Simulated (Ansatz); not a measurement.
# SnSe: a tetragonal deformation path

An exercise on one series of results from a longer session: the logs are not shown, and one member is left open.

Method: DFT LDA, scalar-relativistic, plane waves, PAW, in Ansatz 0.2.0.

1 further run of the same task is left out (set aside as unsound or not needed).

## Starting point

Symmetry: Fm-3m, No. 225, cubic system. The conventional cell has a = 5.893 Å, b = 5.893 Å, c = 5.893 Å, α = 90.00°, β = 90.00°, γ = 90.00°. Sn (site symmetry m-3m) has 6 Se at 2.95 Å as nearest neighbours. Around Se (site symmetry m-3m) lie 6 Sn at 2.95 Å.

As a file:

```
Sn Se
1.0
     0.00000    2.94665    2.94665
     2.94665    0.00000    2.94665
     2.94665    2.94665    0.00000
Sn Se
1 1
Direct
  0.00000 0.00000 0.00000
  0.50000 0.50000 0.50000
```

It is the result of an earlier relaxation at this level (volume 25.58 Å³/atom; gap on the mesh: 0.78 eV).

The first run:

Input file input.yaml:

```yaml
crystal:
  lattice:
    - [0.0, 2.9466477701, 2.9466477701]
    - [2.9466477701, 0.0, 2.9466477701]
    - [2.9466477701, 2.9466477701, 0.0]
  atoms:
    - { symbol: Sn, position: [0.0, 0.0, 0.0] }
    - { symbol: Se, position: [0.5, 0.5, 0.5] }
basis:
  ecutwfc: 420
kpoints:
  mp_grid: { grid: [10, 10, 10] }
hamiltonian:
  xc: lda
scf:
  occupations: { method: gaussian, width: 0.05 }
output:
  forces: true
  stress: true
  eigenvalues: true
```

Among the steps run: The undisturbed cell; ρ = 0.707; Point ρ = 1.414; Point ρ = 0.850; At ρ = 1.200; ρ = 0.780; Point ρ = 1.300.

One table of the session follows, with a row left open; its other results are not shown here.

The scan, with free energies counted from the undisturbed cell:

| ρ | ΔE (meV/atom) | pressure (GPa) |
| --- | --- | --- |
| 0.707 | 1056.9 | 17.9 |
| 0.780 | 532.6 | 8.5 |
| 0.850 | 232.0 | 3.8 |
| 1.000 | 0.0 | 0.1 |
| 1.200 | ? | ? |
| 1.300 | 376.0 | 8.1 |
| 1.414 | 598.5 | 12.9 |

Q: Estimate the row for ρ = 1.200 from the others.

Worked estimate for «ΔE (meV/atom)». A straight line through the neighbours (1.000, 0.0) and (1.300, 376.0) gives 0.0 + (376.0 − 0.0) × (1.200 − 1.000) / (1.300 − 1.000) = 250.7; a parabola fitted to 4 rows on both sides gives 140.1.

The run gave: ΔE (meV/atom): 201.4; pressure (GPa): 4.5. In «ΔE (meV/atom)» the line misses by +49.3 and the parabola by -61.3.
